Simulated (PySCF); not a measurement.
# H3O3Y (Y(OH)3): the cost of one run

Program: PySCF 2.14.0. Level of theory: PBE0, Y def2-SVP with ECP28, O def2-SVP, H def2-SVP; scalar-relativistic core potentials, no spin–orbit coupling. These are calculated values, not measurements.

1 further run of the same task is left out (for a known fault of the program).

## 1. Starting geometry

7 atoms, charge 0, spin multiplicity 1.

Bond lengths: Y1–O2 2.027 Å, Y1–O4 2.027 Å, Y1–O6 2.027 Å, O2–H3 0.955 Å, O4–H5 0.955 Å, O6–H7 0.955 Å. Angles: O2–Y1–O4 120.0°, O2–Y1–O6 120.0°, O4–Y1–O6 120.0°, Y1–O2–H3 179.9°, Y1–O4–H5 179.9°, Y1–O6–H7 179.9°.

Geometry (Å):

```xyz
7
H3O3Y
Y     0.0000    0.0000    0.1402
O     2.0272    0.0000    0.1413
H     2.9827    0.0000    0.1443
O    -1.0136    1.7556    0.1413
H    -1.4914    2.5831    0.1443
O    -1.0136   -1.7556    0.1413
H    -1.4913   -2.5831    0.1443
```

Formal oxidation states: Y +3. An earlier session relaxed this geometry at PBE0, Y def2-SVP with ECP28, O def2-SVP, H def2-SVP (singlet, point group D3h).

Its energy there is -265.558599 Eh.

## 2. One electron removed, multiplicity 2

File run.py (the lines that set the calculation):

```python
mol = gto.M(atom='''
Y      0.00000     0.00000     0.14019
O      2.02723     0.00002     0.14132
H      2.98271     0.00003     0.14430
O     -1.01363     1.75562     0.14132
H     -1.49138     2.58308     0.14430
O     -1.01360    -1.75564     0.14132
H     -1.49133    -2.58312     0.14430''',
    basis={'Y': 'def2-SVP', 'O': 'def2-SVP', 'H': 'def2-SVP'},
    ecp={'Y': 'def2-SVP'},
    charge=1, spin=1)
mf = dft.UKS(mol, xc='PBE0')
mf.grids.atom_grid = (50, 194)
mf = mf.density_fit()  # fitting sets: Y def2-universal-JKFIT, O def2-universal-JKFIT, H def2-universal-JKFIT
mf.conv_tol = 1e-08; mf.max_cycle = 55
mf.kernel(dm0)  # dm0: the density of the relaxed state
```

Started as:

```console
$ OMP_NUM_THREADS=2 python run.py
```

**Question.** How long does this run take on 2 threads of Arm Neoverse V2, shared host?

About 2 s.
